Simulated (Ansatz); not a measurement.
# CH4Ge: the cost of one run

The runs use Ansatz 0.2.0, Gaussian basis; cc-pVDZ, all electrons in the functionals, frozen cores in the correlation of double hybrids and RPA.

To be run: wB97M-V, B2PLYP, RPA-PBE, at charge 0, triplet; charge 0, singlet; charge 0, quintet; charge 1, doublet; charge 1, quartet; displaced geometry v1; displaced geometry v2.

16 further runs of the same task are left out: 5 that didn't finish, 11 set aside as unsound or not needed.

## Step 1: The system

The geometry is a PBE0/def2-TZVP stationary point (not a proven minimum). No spin-orbit coupling is included. The filled d shell of Ge may be among the frozen orbitals whatever the setting's name suggests; the logs give the count.

6 atoms, charge 0, spin multiplicity 3.

Atoms are counted from 1 here; the program's logs count them from 0.

Bond lengths: Ge1–C2 1.900 Å, Ge1–H3 1.541 Å, Ge1–H4 1.538 Å, Ge1–H5 1.538 Å, C2–H6 1.082 Å. Angles: C2–Ge1–H3 109.8°, C2–Ge1–H4 109.6°, C2–Ge1–H5 109.6°, H3–Ge1–H4 109.4°, H3–Ge1–H5 109.4°, H4–Ge1–H5 109.0°, Ge1–C2–H6 147.0°.

Geometry (Å):

```xyz
6
charge 0, multiplicity 3
Ge    0.00000    0.01069    0.27140
C     0.00000   -0.11008   -1.62442
H     0.00000    1.49041    0.70099
H     1.25156   -0.68447    0.83235
H    -1.25156   -0.68447    0.83235
H     0.00000    0.41975   -2.56779
```

No dispersion term is added; wB97M-V holds VV10 nonlocal correlation.

The geometry shown and the zero of energy belong to the point charge 0, triplet. The yardstick, UCCSDT(Q), and other wave-function levels (R restricted, U unrestricted, valence and pair active spaces) come from earlier runs.

## Step 2: wB97M-V, charge 0, triplet

The input, in.yaml:

```yaml
crystal:
  periodic: [false, false, false]
  atoms:
    - {symbol: Ge, position_ang: [0.000000, 0.010692, 0.271396]}
    - {symbol: C, position_ang: [0.000000, -0.110084, -1.624423]}
    - {symbol: H, position_ang: [0.000001, 1.490409, 0.700986]}
    - {symbol: H, position_ang: [1.251558, -0.684470, 0.832348]}
    - {symbol: H, position_ang: [-1.251558, -0.684469, 0.832348]}
    - {symbol: H, position_ang: [0.000000, 0.419749, -2.567788]}
basis:
  gaussian: {orbitals: cc-pVDZ}
magnetization: {spin_polarized: true, initial_magnetization: 2}
hamiltonian: {xc: {name: wB97M-V}}
output: {orbitals: {seedname: orbitals}}
```

Run with:

```bash
$ ansatz run in.yaml --threads 1 --pin off --events-out ev --progress --plain --max-ram 2393MiB
```

What time and memory should one allow on 1 thread of Intel Xeon Platinum 8259CL at 2.50GHz, shared host?

About 9 s, with a peak of 0.26 GiB.
